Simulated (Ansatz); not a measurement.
# Bi: stress in a strained cell

Bi is deformed so: equal xy, yz and zx engineering shear strains of +3 %. What stress and forces result, by LAPW, PAW and all-electron datasets made for the crystal?

Method: DFT LDA, scalar-relativistic, in Ansatz 0.2.0.

### 1 Starting point

It takes space group R-3m (No. 166, trigonal). The conventional cell has a = 4.546 Å, b = 4.546 Å, c = 11.862 Å, α = 90.00°, β = 90.00°, γ = 120.00°. Around Bi (site symmetry 3m) lie 6 Bi at 3.07 to 3.53 Å.

As a file:

```
CELL_PARAMETERS angstrom
2.27300 1.31232 3.95400
-2.27300 1.31232 3.95400
0.00000 -2.62463 3.95400
ATOMIC_POSITIONS crystal
Bi 0.23389 0.23389 0.23389
Bi 0.76611 0.76611 0.76611
```

Atoms are numbered in the order of the input: Bi1, Bi2.

### 2 After the deformation

Space group R-3m before, P-1 after.

### 3 All-electron LAPW

input.yaml reads:

```yaml
crystal:
  lattice:
    - [2.351994433, 1.4057219714, 4.0077797498]
    - [-2.1940049238, 1.337531981, 3.9395897595]
    - [0.0199404907, -2.5653239523, 3.9146304907]
  atoms:
    - { symbol: Bi, position: [0.23389, 0.23389, 0.23389] }
    - { symbol: Bi, position: [0.76611, 0.76611, 0.76611] }
kpoints:
  mp_grid: { grid: [11, 11, 11] }
  band_path:
    path:
      - [0.0, 0.0, 0.0]
      - [-0.5, -0.5, -0.5]
      - [0.5, 0.0, 0.0]
      - [0.0, 0.0, 0.0]
      - [0.0, 0.0, 0.5]
      - [0.0, -0.5, 0.0]
      - [0.0, 0.0, 0.0]
      - [0.5, 0.0, 0.5]
      - [-0.5, -0.5, 0.0]
    npoints: 5
scf:
  occupations: { method: fermi_dirac, width: 0.03 }
hamiltonian:
  xc: lda
  pseudopotentials: { kind: all_electron, lapw: { basis_error: 0.00025 } }
output:
  forces: true
  stress: true
  eigenvalues: true
```

Run with:

```bash
$ ansatz run input.yaml --threads 1 --pin off --max-ram 3072MiB --backend cpu --events-out ev --progress --plain --runs-dir out
```

### 4 PAW on the default files

input.yaml reads:

```yaml
crystal:
  lattice:
    - [2.351994433, 1.4057219714, 4.0077797498]
    - [-2.1940049238, 1.337531981, 3.9395897595]
    - [0.0199404907, -2.5653239523, 3.9146304907]
  atoms:
    - { symbol: Bi, position: [0.23389, 0.23389, 0.23389] }
    - { symbol: Bi, position: [0.76611, 0.76611, 0.76611] }
kpoints:
  mp_grid: { grid: [11, 11, 11] }
scf:
  occupations: { method: fermi_dirac, width: 0.03 }
hamiltonian:
  xc: lda
  pseudopotentials: { kind: paw }
output:
  forces: true
  stress: true
  eigenvalues: true
  efg: { contact_densities: true }
  write_density: true
  write_potential: true
  elf: true
  volumetric_format: npy
```

### 5 Datasets made for this crystal

input.yaml: that of step 4 with these lines changed.

```diff
@@ -14,3 +14,3 @@
   xc: lda
-  pseudopotentials: { kind: paw }
+  pseudopotentials: { kind: all_electron, datasets: crystal }
 output:
@@ -20,5 +20 @@
   efg: { contact_densities: true }
-  write_density: true
-  write_potential: true
-  elf: true
-  volumetric_format: npy
```

(Steps that only read results are left out.)

What does the calculation give? Wanted: pressure; largest shear or deviatoric stress.

The runs gave:

```
                                 quantity                                              value
                                 pressure  LAPW -1.75, PAW -1.77, crystal datasets -1.75 GPa
largest shear or deviatoric stress (LAPW)                                           1.26 GPa
```

**Reading.** The largest part of the stress beyond the pressure is 1.26 GPa in size, in the yz component; the atoms are carried along and not relaxed. No run of the undeformed cell stands beside it, so the pressure holds what the given cell had before the change. PAW: stress within 0.02 GPa of LAPW, forces within 1 meV/Å. Crystal datasets: stress within 0.01 GPa of LAPW, forces within 1 meV/Å. Spin-orbit coupling is left out, though the cell holds Bi; in elements this heavy it can shift bands and gaps by tenths of an eV.
